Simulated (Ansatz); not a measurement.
# C2H6Cl3NSi: basis-set convergence

The task here is to estimate one member of a computed series from the others.

Computed with Ansatz 0.2.0, Gaussian basis. Level: one geometry, several basis sets.

Levels to be run: PBE0-D4/def2-SVP; ωB97M-V/def2-SVP; PBE0-D4/def2-QZVPP; ωB97M-V/def2-QZVPP; the functionals' def2-TZVPP values are taken from earlier runs.

## The geometry

The geometry comes from an earlier relaxation with PBE0-D4 in a triple-zeta def2 set; it is a stationary point, not always the lowest conformer.

SMILES `CN(C)[Si](Cl)(Cl)Cl`, 13 atoms, charge 0, spin multiplicity 1.

Atoms are counted from 1 here; the program's logs count them from 0.

Bond lengths: C1–N2 1.449 Å, C1–H8 1.098 Å, C1–H9 1.095 Å, C1–H10 1.090 Å, N2–C3 1.449 Å, N2–Si4 1.687 Å, C3–H11 1.098 Å, C3–H12 1.095 Å, C3–H13 1.090 Å, Si4–Cl5 2.035 Å, Si4–Cl6 2.035 Å, Si4–Cl7 2.048 Å. Angles: N2–C1–H8 111.6°, N2–C1–H9 109.8°, N2–C1–H10 110.9°, H8–C1–H9 108.1°, H8–C1–H10 108.4°, H9–C1–H10 107.9°, C1–N2–C3 113.1°, C1–N2–Si4 122.0°, C3–N2–Si4 121.9°, N2–C3–H11 111.6°, N2–C3–H12 109.8°, N2–C3–H13 110.9°, H11–C3–H12 108.1°, H11–C3–H13 108.3°, H12–C3–H13 107.9°, N2–Si4–Cl5 109.9°, N2–Si4–Cl6 109.9°, N2–Si4–Cl7 114.1° and more.

Set-up of the first run:

File in.yaml:

```yaml
crystal:
  periodic: [false, false, false]
  atoms:
    - {symbol: C, position_ang: [-0.242250, -0.052207, 1.481581]}
    - {symbol: N, position_ang: [0.171922, 0.050735, 0.097202]}
    - {symbol: C, position_ang: [1.060332, -1.018569, -0.310423]}
    - {symbol: Si, position_ang: [-0.685532, 0.973020, -1.025670]}
    - {symbol: Cl, position_ang: [0.499956, 1.392261, -2.625691]}
    - {symbol: Cl, position_ang: [-1.303048, 2.710858, -0.165805]}
    - {symbol: Cl, position_ang: [-2.359864, 0.050550, -1.759463]}
    - {symbol: H, position_ang: [-0.790251, -0.983923, 1.671635]}
    - {symbol: H, position_ang: [0.637134, -0.035827, 2.134433]}
    - {symbol: H, position_ang: [-0.881890, 0.784921, 1.759876]}
    - {symbol: H, position_ang: [0.580948, -2.001209, -0.214944]}
    - {symbol: H, position_ang: [1.957764, -1.015571, 0.317584]}
    - {symbol: H, position_ang: [1.375381, -0.889739, -1.345615]}
basis:
  gaussian: {orbitals: def2-SVP}
hamiltonian: {xc: pbe0, dispersion: d4}
output: {orbitals: {seedname: orbitals}}
```

Launch:

```bash
> ansatz run in.yaml --threads 4 --pin off --events-out ev --progress --plain --max-ram 11315MiB
```

Steps of the session up to this table: PBE0-D4 in def2-SVP; ωB97M-V in def2-SVP; PBE0-D4 in def2-QZVPP; ωB97M-V in def2-QZVPP.

One table of the session follows, with a row left open; its other results are not shown here.

It belongs to the step «Functionals by basis». 

| functional | basis | HOMO (eV) | LUMO (eV) |
| --- | --- | --- | --- |
| PBE0-D4 | def2-SVP | -7.11 | 0.82 |
| PBE0-D4 | def2-TZVPP | ? | ? |
| PBE0-D4 | def2-QZVPP | -7.22 | 0.14 |
| ωB97M-V | def2-SVP | -9.38 | 3.02 |
| ωB97M-V | def2-TZVPP | -9.47 | 2.40 |
| ωB97M-V | def2-QZVPP | -9.51 | 1.64 |

Estimate the missing values for PBE0-D4, def2-TZVPP.

**Answer.** HOMO (eV): -7.19; LUMO (eV): 0.36. In the column «HOMO (eV)» it lies between PBE0-D4, def2-QZVPP (-7.22) and PBE0-D4, def2-SVP (-7.11).
